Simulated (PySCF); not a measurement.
# C3H9Ga (GaMe3): the cost of one run

The runs use PySCF 2.14.0, with density-fitted response routines of our own; the level of theory stands in each step. All values are computed, except where a source is named. Atoms count from 0, in the outputs and in this text.

**1. The starting structure**

13 atoms, charge 0, multiplicity 1; geometry from: GFN2-xTB. The atoms were then displaced at random by about 0.03 Å, so the start is not that level's minimum.

Bonds of the start (Å): Ga0–C1 1.97, Ga0–C5 2.16, Ga0–C9 2.02, C1–H2 1.07, C1–H3 1.15, C1–H4 1.11, C5–H6 1.08, C5–H7 1.06, C5–H8 1.10, C9–H10 1.11, C9–H11 1.09, C9–H12 1.10.

**2. Geometry optimisation at PBE0-D3(BJ)/def2-SVP**

The job: settings as JSON, then the geometry in Å.

```
{"job": {"xc": "PBE0", "basis": "def2-SVP", "d3": "d3bj", "grid": 1, "maxiter": 40, "shake": 0.03, "kind": "geom"}, "charge": 0, "multiplicity": 1}
Ga     0.059840    -0.074390     0.007430
C      2.027090    -0.021150    -0.020700
H      2.373930    -1.034080    -0.096220
H      2.543430     0.461780     0.883230
H      2.433900     0.534390    -0.895570
C     -1.030430     1.792310    -0.010300
H     -1.572320     1.887750     0.916510
H     -1.677350     1.846550    -0.853110
H     -0.345610     2.648380    -0.021840
C     -1.034680    -1.774860     0.042640
H     -2.134830    -1.621080    -0.001720
H     -0.785020    -2.334730     0.939010
H     -0.827330    -2.362970    -0.867160
```

The run is started by

```bash
$ OMP_NUM_THREADS=1 python probes_run.py task.json out
```

This one command runs all jobs of the session in turn.

**Question.** How long does this first job take on 1 thread of Arm Neoverse V1, shared host, and how much memory does it need?

About 31 s, with a peak of 0.48 GiB.
